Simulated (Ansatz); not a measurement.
# CH3FSZn: how energies converge with the basis set

Aim: see how fast density functionals converge with the basis set for CH3FSZn.

Program: Ansatz 0.2.0, Gaussian basis. Level of theory: one geometry, several basis sets. These are calculated values, not measurements.

Plan: PBE0-D4/def2-SVP; ωB97M-V/def2-SVP; PBE0-D4/def2-QZVPP; ωB97M-V/def2-QZVPP; the functionals' def2-TZVPP values are taken from earlier runs.

**1. The geometry**

An earlier PBE0-D4 in a triple-zeta def2 set relaxation fixed the geometry.

SMILES `C[S][Zn][F]`, 7 atoms, charge 0, spin multiplicity 1.

Atoms are counted from 1 here; the program's logs count them from 0.

Bond lengths: C1–S2 1.824 Å, C1–H5 1.089 Å, C1–H6 1.090 Å, C1–H7 1.089 Å, S2–Zn3 2.141 Å, Zn3–F4 1.750 Å. Angles: S2–C1–H5 111.9°, S2–C1–H6 105.8°, S2–C1–H7 111.9°, H5–C1–H6 108.5°, H5–C1–H7 110.1°, H6–C1–H7 108.5°, C1–S2–Zn3 102.3°, S2–Zn3–F4 179.3°.

**2. PBE0-D4 in def2-SVP**

in.yaml reads:

```yaml
crystal:
  periodic: [false, false, false]
  atoms:
    - {symbol: C, position_ang: [-0.488144, 1.026822, -0.216333]}
    - {symbol: S, position_ang: [1.129228, 0.494828, 0.439198]}
    - {symbol: Zn, position_ang: [0.950992, -1.638305, 0.413776]}
    - {symbol: F, position_ang: [0.825542, -3.383726, 0.400935]}
    - {symbol: H, position_ang: [-1.309208, 0.709552, 0.424151]}
    - {symbol: H, position_ang: [-0.459674, 2.116368, -0.228011]}
    - {symbol: H, position_ang: [-0.648736, 0.674461, -1.233717]}
basis:
  gaussian: {orbitals: def2-SVP}
hamiltonian: {xc: pbe0, dispersion: d4}
output: {orbitals: {seedname: orbitals}}
```

Launch:

```
$ ansatz run in.yaml --threads 4 --pin off --events-out ev --progress --plain --max-ram 10444MiB
```

Further steps of the session: ωB97M-V in def2-SVP; PBE0-D4 in def2-QZVPP; ωB97M-V in def2-QZVPP.

**Question.** What will the summary of the whole plan be? Wanted: PBE0-D4: double and triple zeta above quadruple; ωB97M-V: double and triple zeta above quadruple.

The runs gave:

| quantity | value |
| --- | --- |
| PBE0-D4: double and triple zeta above quadruple | 17.42, 1.81 eV |
| ωB97M-V: double and triple zeta above quadruple | 17.49, 1.74 eV |

**Reading.** For PBE0-D4 the step from double to triple zeta gains 15.61 eV and the next only 1.81 eV. These are total energies; as a rule much of such shifts cancels in differences, which this series doesn't test.
